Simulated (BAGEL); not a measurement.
# A workflow on Si2H4ClF (SMILES F[SiH]([SiH3])Cl)

Wanted: a series of 15 runs (B3LYP/6-31G*, RI-MP2/6-31G*) of ClFH4Si2. 

The calculation is run with BAGEL 1.2.2.

2 further runs of the same task are left out: 2 set aside as unsound or not needed.

### Step 1. The system as given

Si2H4ClF has 8 atoms, charge 0, and is taken as a singlet. SMILES: `F[SiH]([SiH3])Cl`. One bond was lengthened or shortened from a relaxed shape.

Bond lengths: F1–Si2 1.597 Å, Si2–Si3 2.339 Å, Si2–Cl4 2.049 Å, Si2–H5 1.481 Å, Si3–H6 1.487 Å, Si3–H7 1.486 Å, Si3–H8 1.262 Å. Some angles: F1–Si2–Si3 109.8°, F1–Si2–Cl4 107.9°, Si3–Si2–Cl4 109.0°, F1–Si2–H5 107.2°, Si3–Si2–H5 115.4°, Cl4–Si2–H5 107.3°, Si2–Si3–H6 110.0°, Si2–Si3–H7 108.3°, Si2–Si3–H8 109.2°, H6–Si3–H7 109.5°.

### Step 2. A single-point energy at B3LYP/6-31G(d) (density fitting with svp-jkfit, spherical functions) (run 1)

The input, calc.json:

```json
{ "bagel": [

{
  "title": "molecule",
  "basis": "6-31gs.json",
  "df_basis": "svp-jkfit",
  "angstrom": false,
  "geometry": [
    { "atom": "F", "xyz": [    -2.82206975,     3.17400290,     0.48275888 ] },
    { "atom": "Si", "xyz": [    -1.03419986,     1.31451239,    -1.08363510 ] },
    { "atom": "Si", "xyz": [     0.70793865,    -1.72000982,     1.61678353 ] },
    { "atom": "Cl", "xyz": [    -3.20965258,    -0.46731037,    -3.74474743 ] },
    { "atom": "H", "xyz": [     0.81678687,     2.90679562,    -2.45293065 ] },
    { "atom": "H", "xyz": [     2.25127798,    -0.46920010,     3.60288569 ] },
    { "atom": "H", "xyz": [     2.34160688,    -3.42227511,     0.09423119 ] },
    { "atom": "H", "xyz": [    -1.05182156,    -2.97461789,     2.62596342 ] }
  ]
},

{ "title": "ks", "xc_func": "b3lyp" },

{ "title": "print", "file": "orbitals.molden", "orbitals": true }

]}
```

The basis set 6-31G* is read from a file made from the Basis Set Exchange's data (not shown).

On the command line:

```
$ BAGEL_NUM_THREADS=1 BAGEL calc.json > calc.out
```

The log of the run:

```text
* using 1 threads per process

  ===============================================================
  ===============================================================

  *** Geometry ***

  { "atom" : "F", "xyz" : [     -2.822070,      3.174003,      0.482759 ] },
  { "atom" : "Si", "xyz" : [     -1.034200,      1.314512,     -1.083635 ] },
  { "atom" : "Si", "xyz" : [      0.707939,     -1.720010,      1.616784 ] },
[... 4 lines of this table left out ...]
  { "atom" : "H", "xyz" : [     -1.051822,     -2.974618,      2.625963 ] },

  Number of auxiliary basis functions:      533

  Since a DF basis is specified, we compute 2- and 3-index integrals:
    o Being stored without compression. Storage requirement is 0.025 GB

  Number of basis functions:       76
  Number of electrons      :       58

    * METHOD: MOLECULE                             0.30

  *** Kohn-Sham DFT ***

    * Removing 13806 points whose weight is below 1.00e-10
    * Grid points: 105442

  === Nuclear Repulsion ===
   277.3321040241

       - DIIS with orbital gradients will be used.

  === KS iteration (b3lyp / 6-31gs.json) ===
      0      -1108.59408558          0.12973590           0.38
      1      -1054.40342384          0.11746543           0.34
      2       -977.14471867          0.17946216           0.35
[... 78 lines of this table left out ...]
     81      -1141.50091808          0.00000001           0.37
    * SCF iteration converged.

    * Permanent dipole moment:
           (   -0.583129,     0.187701,    -0.319843) a.u.

    * METHOD: KS                                  30.90

    * METHOD: PRINT                                0.02

  ===============================================================
```

It took 32 s on 1 thread of Arm Neoverse V1, shared host; peak memory 0.43 GiB.

### Step 3. Bond 8-3 at 1.485 A: a single-point energy at RI-MP2/6-31G(d) (density fitting with svp-jkfit, spherical functions) (run 2)

The input, mp2.json:

```json
{ "bagel" : [

{
  "title" : "molecule",
  "basis" : "6-31gs.json",
  "df_basis" : "svp-jkfit",
  "angstrom" : "false",
  "geometry" : [
    { "atom" : "F", "xyz" : [ -2.51144224,  3.39546179,  0.30462196 ] },
    { "atom" : "Si", "xyz" : [ -0.72357235,  1.53597128, -1.26177202 ] },
    { "atom" : "Si", "xyz" : [  1.01856616, -1.49855093,  1.43864661 ] },
    { "atom" : "Cl", "xyz" : [ -2.89902507, -0.24585148, -3.92288435 ] },
    { "atom" : "H", "xyz" : [  1.12741439,  3.12825452, -2.63106757 ] },
    { "atom" : "H", "xyz" : [  2.56190549, -0.24774121,  3.42474877 ] },
    { "atom" : "H", "xyz" : [  2.65223440, -3.20081622, -0.08390573 ] },
    { "atom" : "H", "xyz" : [ -1.05182156, -2.97461789,  2.62596342 ] }
  ]
},
{
  "title" : "hf",
  "charge" : 0
},
{
  "title" : "mp2",
  "charge" : 0,
  "ncore" : 16
}

]}
```

The basis set 6-31G* is read from a file made from the Basis Set Exchange's data (not shown).

On the command line:

```
$ BAGEL_NUM_THREADS=1 BAGEL mp2.json > mp2.out
```

The log of the run:

```text
* using 1 threads per process

  ===============================================================
  ===============================================================

  *** Geometry ***

  { "atom" : "F", "xyz" : [     -2.511442,      3.395462,      0.304622 ] },
  { "atom" : "Si", "xyz" : [     -0.723572,      1.535971,     -1.261772 ] },
  { "atom" : "Si", "xyz" : [      1.018566,     -1.498551,      1.438647 ] },
[... 4 lines of this table left out ...]
  { "atom" : "H", "xyz" : [     -1.051822,     -2.974618,      2.625963 ] },

[... 23 lines left out ...]
    * SCF iteration converged.
[... 1 line left out ...]
    * Permanent dipole moment:
[... 2 lines left out ...]
    * METHOD: HF                                   1.18

  *** RHF ***

  === Nuclear Repulsion ===
   276.2049831339

      * DIIS with orbital gradients will be used.

  === RHF iteration (6-31gs.json) ===
      0      -1139.18291224          0.00000000           0.08
    * SCF iteration converged.

    * Permanent dipole moment:
           (   -0.774580,     0.149239,    -0.303871) a.u.

  === DF-MP2 calculation ===

    * freezing 16 orbitals
    * 3-index integral transformation done
    * assembly done

      MP2 correlation energy:   -0.4529503509      0.03

      MP2 total energy:       -1139.6358625927

    * METHOD: MP2                                  0.21

  ===============================================================
```

It took 1.8 s on 1 thread of Arm Neoverse V1, shared host; peak memory 0.15 GiB.

Runs 3 to 8 aren't shown in full; the table further down has their settings and results.

### Step 4. Bond 8-3 at 2.376 A: the energy at B3LYP/6-31G(d) (density fitting with svp-jkfit, spherical functions) (run 9)

The input, input.json:

```json
{ "bagel" : [

{
  "title" : "molecule",
  "basis" : "6-31gs.json",
  "df_basis" : "svp-jkfit",
  "angstrom" : "false",
  "geometry" : [
    { "atom" : "F", "xyz" : [    -1.26920999,     4.28110273,    -0.40776888 ] },
    { "atom" : "Si", "xyz" : [     0.51865990,     2.42161222,    -1.97416287 ] },
    { "atom" : "Si", "xyz" : [     2.26079842,    -0.61290999,     0.72625576 ] },
    { "atom" : "Cl", "xyz" : [    -1.65679281,     0.63978946,    -4.63527520 ] },
    { "atom" : "H", "xyz" : [     2.36964664,     4.01389545,    -3.34345842 ] },
    { "atom" : "H", "xyz" : [     3.80413774,     0.63789973,     2.71235792 ] },
    { "atom" : "H", "xyz" : [     3.89446665,    -2.31517528,    -0.79629657 ] },
    { "atom" : "H", "xyz" : [    -1.05182156,    -2.97461789,     2.62596342 ] }
  ]
},

{
  "title" : "ks",
  "xc_func" : "b3lyp"
},

{
  "title" : "print",
  "file" : "orbitals.molden",
  "orbitals" : "true"
}

]}
```

The basis set 6-31G* is read from a file made from the Basis Set Exchange's data (not shown).

On the command line:

```
$ BAGEL_NUM_THREADS=1 BAGEL input.json > input.out
```

The log of the run:

```text
* using 1 threads per process

  ===============================================================
  ===============================================================

  *** Geometry ***

  { "atom" : "F", "xyz" : [     -1.269210,      4.281103,     -0.407769 ] },
  { "atom" : "Si", "xyz" : [      0.518660,      2.421612,     -1.974163 ] },
  { "atom" : "Si", "xyz" : [      2.260798,     -0.612910,      0.726256 ] },
[... 4 lines of this table left out ...]
  { "atom" : "H", "xyz" : [     -1.051822,     -2.974618,      2.625963 ] },

  Number of auxiliary basis functions:      533

  Since a DF basis is specified, we compute 2- and 3-index integrals:
    o Being stored without compression. Storage requirement is 0.025 GB

  Number of basis functions:       76
  Number of electrons      :       58

    * METHOD: MOLECULE                             0.31

  *** Kohn-Sham DFT ***

    * Removing 13097 points whose weight is below 1.00e-10
    * Grid points: 106151

  === Nuclear Repulsion ===
   273.4092388673

       - DIIS with orbital gradients will be used.

  === KS iteration (b3lyp / 6-31gs.json) ===
      0      -1109.14134365          0.12726310           0.42
      1      -1055.61048581          0.11672279           0.38
      2       -979.65794287          0.17869547           0.37
[... 20 lines of this table left out ...]
     23      -1141.43614825          0.00000000           0.38
    * SCF iteration converged.

    * Permanent dipole moment:
           (   -0.934859,    -0.139972,    -0.020860) a.u.

    * METHOD: KS                                   9.40

    * METHOD: PRINT                                0.02

  ===============================================================
```

It took 9.9 s on 1 thread of Arm Neoverse V1, shared host; peak memory 0.43 GiB.

Runs 10 to 14 aren't shown in full; the table further down has their settings and results.

### Step 5. Bond 8-3 at 4.158 A: a single-point energy at B3LYP/6-31G(d) (density fitting with svp-jkfit, spherical functions) (run 15)

The input, job.json:

```json
{ "bagel": [

{
  "title": "molecule",
  "basis": "6-31gs.json",
  "df_basis": "svp-jkfit",
  "angstrom": "false",
  "geometry": [
    { "atom": "F", "xyz": [  1.21525452,  6.05238460, -1.83254868 ] },
    { "atom": "Si", "xyz": [  3.00312441,  4.19289409, -3.39894267 ] },
    { "atom": "Si", "xyz": [  4.74526293,  1.15837188, -0.69852403 ] },
    { "atom": "Cl", "xyz": [  0.82767170,  2.41107133, -6.06005499 ] },
    { "atom": "H", "xyz": [  4.85411115,  5.78517732, -4.76823822 ] },
    { "atom": "H", "xyz": [  6.28860225,  2.40918160,  1.28757812 ] },
    { "atom": "H", "xyz": [  6.37893116, -0.54389341, -2.22107637 ] },
    { "atom": "H", "xyz": [ -1.05182156, -2.97461789,  2.62596342 ] }
  ]
},
{ "title": "ks", "xc_func": "b3lyp" },
{ "title": "print", "file": "orbitals.molden", "orbitals": "true" }

]}
```

The basis set 6-31G* is read from a file made from the Basis Set Exchange's data (not shown).

On the command line:

```
$ BAGEL_NUM_THREADS=1 BAGEL job.json > job.out
```

The log of the run:

```text
* using 1 threads per process

  ===============================================================
  ===============================================================

  *** Geometry ***

  { "atom" : "F", "xyz" : [      1.215255,      6.052385,     -1.832549 ] },
  { "atom" : "Si", "xyz" : [      3.003124,      4.192894,     -3.398943 ] },
  { "atom" : "Si", "xyz" : [      4.745263,      1.158372,     -0.698524 ] },
[... 4 lines of this table left out ...]
  { "atom" : "H", "xyz" : [     -1.051822,     -2.974618,      2.625963 ] },

  Number of auxiliary basis functions:      533

  Since a DF basis is specified, we compute 2- and 3-index integrals:
    o Being stored without compression. Storage requirement is 0.025 GB

  Number of basis functions:       76
  Number of electrons      :       58

    * METHOD: MOLECULE                             0.30

  *** Kohn-Sham DFT ***

    * Removing 12514 points whose weight is below 1.00e-10
    * Grid points: 106734

  === Nuclear Repulsion ===
   270.6537972899

       - DIIS with orbital gradients will be used.

  === KS iteration (b3lyp / 6-31gs.json) ===
      0      -1109.30941329          0.12681013           0.39
      1      -1057.13580175          0.11984624           0.36
      2       -980.69703825          0.17930824           0.38
[... 49 lines of this table left out ...]
     52      -1141.32779105          0.00000000           0.40
    * SCF iteration converged.

    * Permanent dipole moment:
           (   -1.148846,    -0.329368,     0.148045) a.u.

    * METHOD: KS                                  20.67

    * METHOD: PRINT                                0.02

  ===============================================================
```

Wall time 21 s (1 thread of Arm Neoverse V1, shared host); peak memory 0.43 GiB.

### Step 6. The series

| run | level | frozen core orbitals | partner | energy (Eh) | dipole moment (D) | HOMO energy (eV) | LUMO energy (eV) | wall time |
| --- | --- | --- | --- | --- | --- | --- | --- | --- |
| 1 | B3LYP/6-31G* (density fitting with svp-jkfit, spherical functions) | – | bond 8-3 at 1.262 A | -1141.500918 | 1.76 | -8.09 | -0.38 | 32 s |
| 2 | RI-MP2/6-31G* (density fitting with svp-jkfit, spherical functions) | 16 | bond 8-3 at 1.485 A | -1139.635863 | – | – | – | 1.8 s |
| 3 | B3LYP/6-31G* (density fitting with svp-jkfit, spherical functions) | – | bond 8-3 at 1.485 A | -1141.524904 | 1.82 | -8.12 | -0.43 | 11 s |
| 4 | RI-MP2/6-31G* (density fitting with svp-jkfit, spherical functions) | 16 | bond 8-3 at 1.708 A | -1139.622842 | – | – | – | 1.9 s |
| 5 | B3LYP/6-31G* (density fitting with svp-jkfit, spherical functions) | – | bond 8-3 at 1.708 A | -1141.512805 | 1.93 | -8.17 | -0.60 | 11 s |
| 6 | RI-MP2/6-31G* (density fitting with svp-jkfit, spherical functions) | 16 | bond 8-3 at 2.005 A | -1139.587547 | – | – | – | 1.9 s |
| 7 | B3LYP/6-31G* (density fitting with svp-jkfit, spherical functions) | – | bond 8-3 at 2.005 A | -1141.479495 | 2.14 | -8.16 | -1.43 | 9.9 s |
| 8 | RI-MP2/6-31G* (density fitting with svp-jkfit, spherical functions) | 16 | bond 8-3 at 2.376 A | -1139.541947 | – | – | – | 1.9 s |
| 9 | B3LYP/6-31G* (density fitting with svp-jkfit, spherical functions) | – | bond 8-3 at 2.376 A | -1141.436148 | 2.40 | -7.73 | -2.60 | 9.9 s |
| 10 | RI-MP2/6-31G* (density fitting with svp-jkfit, spherical functions) | 16 | bond 8-3 at 2.821 A | -1139.497822 | – | – | – | 2 s |
| 11 | B3LYP/6-31G* (density fitting with svp-jkfit, spherical functions) | – | bond 8-3 at 2.821 A | -1141.393659 | 2.67 | -7.08 | -3.61 | 11 s |
| 12 | RI-MP2/6-31G* (density fitting with svp-jkfit, spherical functions) | 16 | bond 8-3 at 3.415 A | -1139.461045 | – | – | – | 2.1 s |
| 13 | B3LYP/6-31G* (density fitting with svp-jkfit, spherical functions) | – | bond 8-3 at 3.415 A | -1141.354986 | 2.90 | -6.53 | -4.42 | 12 s |
| 14 | RI-MP2/6-31G* (density fitting with svp-jkfit, spherical functions) | 16 | bond 8-3 at 4.158 A | -1139.447412 | – | – | – | 2 s |
| 15 | B3LYP/6-31G* (density fitting with svp-jkfit, spherical functions) | – | bond 8-3 at 4.158 A | -1141.327791 | 3.06 | -6.16 | -4.92 | 21 s |

### Step 7. Outcome

| quantity | value |
| --- | --- |
| bond 8-3 at 4.158 A, run 15: total energy | -1141.32779 Eh |
| bond 8-3 at 4.158 A, run 15: dipole moment | 3.06 D |
| bond 8-3 at 4.158 A, run 15: HOMO energy | -6.16 eV |
| bond 8-3 at 4.158 A, run 15: LUMO energy | -4.92 eV |
| bond 8-3 at 4.158 A, run 15: HOMO–LUMO gap | 1.24 eV |

What this shows: In runs 10, 11, 12, 13, 14, 15 a closed-shell determinant meets a far-stretched bond, which it describes badly. All runs together took 2.2 min, the longest 32 s.
